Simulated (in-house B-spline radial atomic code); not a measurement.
# Br³²⁺: RPA and G0W0 on different mean-field starts

G0W0 and RPA are one-shot methods. How much does the choice of start matter for Br³²⁺?

Method: RPA, second order, AC-SOSEX and G0W0 (contour deformation) on a scalar-relativistic mean field, all electrons; no spin-orbit coupling, Breit or QED terms, no two-electron picture change. Code: an in-house B-spline radial atomic code, version 1.

### Step 1. The atom as given

```
element               : bromine (Z = 35)
charge                : +32
electrons             : 3
configuration         : [He] 2s1
next ion, run as well : 1s2
Hamiltonian           : scalar-relativistic (spin-free one-electron X2C), finite nucleus
starts                : Hartree-Fock, PBE, LDA (VWN5), PBEsol
```

Outer shells as boxes (Hund's rule):

Br32+
```
[He] core
2s [↑ ]
```

### Step 2. Run with the Hartree-Fock start

The run's settings:

```ini
Z = 35
electrons = 3.0
configuration = [He] 2s1
hamiltonian = x2c
method = hf
lmax = 9
rms_radius = 4.1629
spin_polarised = True
box_radius = 2.91
intervals = 62
```

Run with:

```bash
$ python run_gw.py task.json out
```

The settings of every run stand in task.json; they run in order.

After this run come: Run with the PBE start; Run with the LDA (VWN5) start; Run with the PBEsol start.

Before running it: what results should come out? Wanted: highest level, mean field; highest level, G0W0; RPA correlation energy; RPA+SOSEX.

**Answer**, as computed:

| quantity | value |
| --- | --- |
| highest level, mean field (range over the runs) | -3870.9 to -3813.4 eV |
| highest level, G0W0 (range over the runs) | -3877.6 to -3875.5 eV |
| RPA correlation energy | -0.2807 to -0.2031 hartree |
| RPA+SOSEX | -0.0584 to -0.0577 hartree |
| tabulated theoretical ionisation energy (2s shell) | 3869.0 eV (NIST Atomic Spectra Database, ionization energies) |
| G0W0 removal energy less that value | +6.55 to +8.57 eV |

**Reading.** Across the starts the mean-field level varies by 57.5 eV and the G0W0 level by 2.0 eV (3.5 % as much). Semilocal starts leave the level too high; G0W0 lowers it by 58 to 64 eV. RPA gives the most correlation on LDA (VWN5) and the least on Hartree-Fock (28 % apart); over the runs it loosely follows the gap of the start, as smaller excitation energies give more correlation. All runs miss the tabulated theoretical ionisation energy, 3869.0 eV, by about +8.54 eV (+0.22 %), far more than they differ among themselves. Breit and QED terms, left out, are small for this s level; most of the miss belongs to G0W0 and the Hamiltonian used. Read as a removal energy, the bare PBE level is off by -49.8 eV (-1.3 %) and the nearest bare level, Hartree-Fock's, by +1.91 eV. As differences of total energies the mean miss over the starts is 2.6 eV for mean field, 6.1 eV for RPA, 2.0 eV for RPA+SOSEX.
